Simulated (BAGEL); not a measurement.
# BrF (SMILES FBr): HF/6-31G(d) (density fitting with qzvpp-jkfit, spherical functions)

What is the vertical ionisation energy of BrF at HF/6-31G* (density fitting with qzvpp-jkfit, spherical functions)? 

Program for the calculation: BAGEL 1.2.2.

14 further runs of the same task are left out: 8 that didn't finish, 6 set aside as unsound or not needed.

**1. The molecule**

BrF has 2 atoms, charge 0, and is taken as a singlet. As SMILES, `FBr`. Geometry: relaxed at GFN2-xTB.

Bond lengths: F1–Br2 1.800 Å.

**2. A single-point energy at HF/6-31G(d) (density fitting with qzvpp-jkfit, spherical functions)**

File job.json:

```json
{ "bagel" : [

{
  "title" : "molecule",
  "basis" : "6-31gs.json",
  "df_basis" : "qzvpp-jkfit",
  "angstrom" : true,
  "geometry" : [
    { "atom" : "F", "xyz" : [    0.000000,    0.000000,    0.000000 ] },
    { "atom" : "Br", "xyz" : [    0.000000,    0.000000,    1.799940 ] }
  ]
},
{
  "title" : "hf"
},
{
  "title" : "print",
  "file" : "orbitals.molden",
  "orbitals" : true
}

]}
```

The basis set 6-31G* is read from a file made from the Basis Set Exchange's data (not shown).

On the command line:

```sh
$ BAGEL_NUM_THREADS=1 BAGEL job.json > job.out
```

Output:

```text
* using 1 threads per process

  ===============================================================
  ===============================================================

  *** Geometry ***

  { "atom" : "F", "xyz" : [      0.000000,      0.000000,      0.000000 ] },
  { "atom" : "Br", "xyz" : [      0.000000,      0.000000,      3.401394 ] },

  Number of auxiliary basis functions:      343

  Since a DF basis is specified, we compute 2- and 3-index integrals:
    o Being stored without compression. Storage requirement is 0.006 GB

  Number of basis functions:       46
  Number of electrons      :       44

    * METHOD: MOLECULE                             0.08

  *** RHF ***

  === Nuclear Repulsion ===
    92.6090988372

      * DIIS with orbital gradients will be used.

  === RHF iteration (6-31gs.json) ===
      0      -2671.38351539          0.01938359           0.02
      1      -2671.41909318          0.01455760           0.01
      2      -2671.45591517          0.00105113           0.01
      3      -2671.45621813          0.00035771           0.01
      4      -2671.45625158          0.00009781           0.01
      5      -2671.45625592          0.00003363           0.01
      6      -2671.45625656          0.00001007           0.01
      7      -2671.45625661          0.00000096           0.01
      8      -2671.45625661          0.00000020           0.01
      9      -2671.45625661          0.00000010           0.01
     10      -2671.45625661          0.00000002           0.01
     11      -2671.45625661          0.00000001           0.01
    * SCF iteration converged.

    * Permanent dipole moment:
           (   -0.000000,    -0.000000,    -0.755837) a.u.

    * METHOD: HF                                   0.27

    * METHOD: PRINT                                0.00

  ===============================================================
```

Run time: 0.48 s. Hardware: 1 thread of Arm Neoverse V2, shared host.

**3. The doublet cation, same level**

File job.json:

```json
{ "bagel" : [

{
  "title" : "molecule",
  "basis" : "6-31gs.json",
  "df_basis" : "qzvpp-jkfit",
  "angstrom" : "true",
  "geometry" : [
    { "atom" : "F", "xyz" : [       0.000000,       0.000000,       0.000000 ] },
    { "atom" : "Br", "xyz" : [       0.000000,       0.000000,       1.799940 ] }
  ]
},

{ "title" : "rohf", "charge" : 1, "nopen" : 1 },

{ "title" : "print", "file" : "orbitals.molden", "orbitals" : "true" }

]}
```

The basis set 6-31G* is read from a file made from the Basis Set Exchange's data (not shown).

On the command line:

```sh
$ BAGEL_NUM_THREADS=1 BAGEL job.json > job.out
```

Output:

```text
* using 1 threads per process

  ===============================================================
  ===============================================================

  *** Geometry ***

  { "atom" : "F", "xyz" : [      0.000000,      0.000000,      0.000000 ] },
  { "atom" : "Br", "xyz" : [      0.000000,      0.000000,      3.401394 ] },

  Number of auxiliary basis functions:      343

  Since a DF basis is specified, we compute 2- and 3-index integrals:
    o Being stored without compression. Storage requirement is 0.006 GB

  Number of basis functions:       46
  Number of electrons      :       44

    * METHOD: MOLECULE                             0.08

  *** Open-shell HF ***

  === Nuclear Repulsion ===
    92.6090988372

      * DIIS with orbital gradients will be used.

  === ROHF iteration (6-31gs.json) ===
      0      -2670.90743778          0.04584807           0.03
      1      -2670.94885535          0.04411482           0.03
      2      -2670.97322213          0.03781994           0.03
      3      -2671.03584662          0.00236140           0.03
      4      -2671.03701652          0.00130915           0.03
      5      -2671.03759513          0.00053111           0.03
      6      -2671.03769732          0.00014323           0.03
      7      -2671.03771131          0.00003680           0.03
      8      -2671.03771256          0.00000967           0.03
      9      -2671.03771223          0.00000544           0.03
     10      -2671.03771229          0.00000153           0.03
     11      -2671.03771220          0.00000020           0.03
     12      -2671.03771220          0.00000008           0.03
     13      -2671.03771220          0.00000003           0.03
     14      -2671.03771220          0.00000001           0.03
     15      -2671.03771220          0.00000000           0.03
    * SCF iteration converged.

    * S^2 (ROHF) is 0.7500

    * Permanent dipole moment:
           (   -0.000000,    -0.000000,    -0.947833) a.u.

    * METHOD: ROHF                                 0.54

    * METHOD: PRINT                                0.00

  ===============================================================
```

Wall time 0.74 s (1 thread of Arm Neoverse V2, shared host).

**4. Outcome**

At HF/6-31G* (density fitting with qzvpp-jkfit, spherical functions):

| quantity | value |
| --- | --- |
| singlet BrF: total energy | -2671.45626 Eh |
| singlet BrF: dipole moment | 1.92 D |
| singlet BrF: HOMO energy | -12.31 eV |
| singlet BrF: LUMO energy | 0.77 eV |
| singlet BrF: HOMO–LUMO gap | 13.08 eV |
| doublet cation: total energy | -2671.03771 Eh |
| doublet cation: ⟨S²⟩ | 0.750 |
| vertical ionisation energy (to the doublet cation) | 11.389 eV |

What this shows: The vertical ionisation energy comes to 11.39 eV (1099 kJ/mol). The negative HOMO energy of the first species, 12.31 eV, lies 0.92 eV above that difference.
